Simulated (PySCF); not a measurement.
# CH7B2N: the cost of one run

Computed with PySCF 2.14.0, with density-fitted response routines of our own, on a single molecule in the gas phase. Atoms count from 0, in the outputs and in this text.

## 1. The molecule as given

11 atoms, charge 0, multiplicity 1; geometry from: PBE0-D3(BJ)/def2-SVP.

Bonds of the start (Å): B0–N1 1.42, N1–B2 1.43, B2–C3 1.57, B0–H4 1.21, B0–H5 1.21, N1–H6 1.02, B2–H7 1.21, C3–H8 1.10, C3–H9 1.10, C3–H10 1.10.

## 2. Nuclear shieldings: HF/pcSseg-2

The job: settings as JSON, then the geometry in Å.

```
{"job": {"kind": "nmr", "xc": "HF", "basis": "pcSseg-2", "pop": false}, "charge": 0, "multiplicity": 1}
B      2.105036    -0.178933    -0.492112
N      0.824891     0.314300    -0.143412
B     -0.397910    -0.423507    -0.115030
C     -1.766874     0.230707     0.273382
H      3.053545     0.572315    -0.477623
H      2.222831    -1.340242    -0.799328
H      0.766593     1.297891     0.108332
H     -0.334157    -1.595399    -0.414364
H     -2.472807     0.126431    -0.569392
H     -2.229288    -0.329760     1.103960
H     -1.716891     1.294407     0.553515
```

Method: GIAO HF/pcSseg-2 NMR shielding, non-relativistic, gas phase.

The run is started by

```sh
> OMP_NUM_THREADS=1 python probes_run.py task.json out
```

The driver reads the jobs from task.json and runs them one after another.

**Question.** How long does this first job take on 1 thread of Arm Neoverse N1, shared host, and how much memory does it need?

About 20 s, with a peak of 0.92 GiB.
